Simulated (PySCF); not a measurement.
# C2H3BBrN: the cost of one run

Computed with PySCF 2.14.0, with density-fitted response routines of our own, on a single molecule in the gas phase. Atoms are numbered from 0 throughout.

## 1. The molecule as given

8 atoms, charge 0, multiplicity 1; geometry from: PBE0-D3(BJ)/def2-SVP.

Bonds of the start (Å): C0–C1 1.22, C1–B2 1.53, B2–N3 1.39, B2–Br4 1.94, C0–H5 1.08, N3–H6 1.01, N3–H7 1.01.

## 2. Core-electron binding energies: SCAN, X2C

The job: settings as JSON, then the geometry in Å.

```
{"job": {"kind": "xps"}, "charge": 0, "multiplicity": 1}
C      2.164142     0.538967     0.107557
C      0.959611     0.415392    -0.011438
B     -0.553908     0.268818    -0.162436
N     -1.214865    -0.920744     0.112669
Br    -1.589978     1.792876    -0.757150
H      3.228090     0.657402     0.211398
H     -0.723793    -1.746925     0.429109
H     -2.216259    -1.026576     0.018226
```

Method: delta-SCF UKS SCAN, pcX-2 on the ionised atom, pcseg-1 elsewhere, spin-free X2C.

Started as:

```
> OMP_NUM_THREADS=1 python probes_run.py task.json out
```

The driver reads the jobs from task.json and runs them one after another.

Q: Estimate the wall time and peak memory of this first job on 1 thread of Arm Neoverse V1, shared host.

About 19 s, with a peak of 0.42 GiB.
